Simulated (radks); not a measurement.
**F in [He] 2s2 2p5: an all-electron calculation**

One table from this session's results is given with a row withheld; the runs are named, their logs left out.

Method: scalar-relativistic Kohn-Sham, PBE, spin-polarised, spherical densities, finite nucleus; open shells are filled with parallel spins first. Code: radks (a radial shooting solver on a logarithmic mesh, Libxc functionals) version 1.

## Starting point

- element: fluorine (Z = 9)
- charge: 0
- electrons: 9
- configuration: [He] 2s2 2p5
- nuclear rms radius: 2.8976 fm

The outer shells:

F
```
[He] core
2s [↑↓]
2p [↑↓][↑↓][↑ ]
```

The first run:

The run's settings:

```text
Z 9
configuration [He] 2s2 2p5 3s0 3p0 3d0
relativity scalar-relativistic
functional pbe,pbe
spin polarised
nucleus finite rms 2.8976 fm
c 137.035999084
```

One of the session's tables, all rows but one given; the rest of the session is left out.

It belongs to the step «Shells». Radial moments (bohr):

| level | <r> | outermost maximum (interpolated) | 90 % within |
| --- | --- | --- | --- |
| 1s up | 0.1764 | 0.114 | 0.316 |
| 1s down | 0.1762 | 0.114 | 0.315 |
| 2s up | 0.9984 | 0.762 | 1.61 |
| 2s down | 1.010 | 0.766 | 1.63 |
| 2p up | ? | ? | ? |
| 2p down | 1.127 | 0.712 | 2.00 |

**Question.** Estimate the row for 2p up.

**Answer.** <r>: 1.089; outermost maximum (interpolated): 0.703; 90 % within: 1.92. In the column «<r>» it lies between 2s down (1.010) and 2p down (1.127).

Caveats from the session: Open shells are spherical and high-spin; term and fine-structure splittings are not resolved.
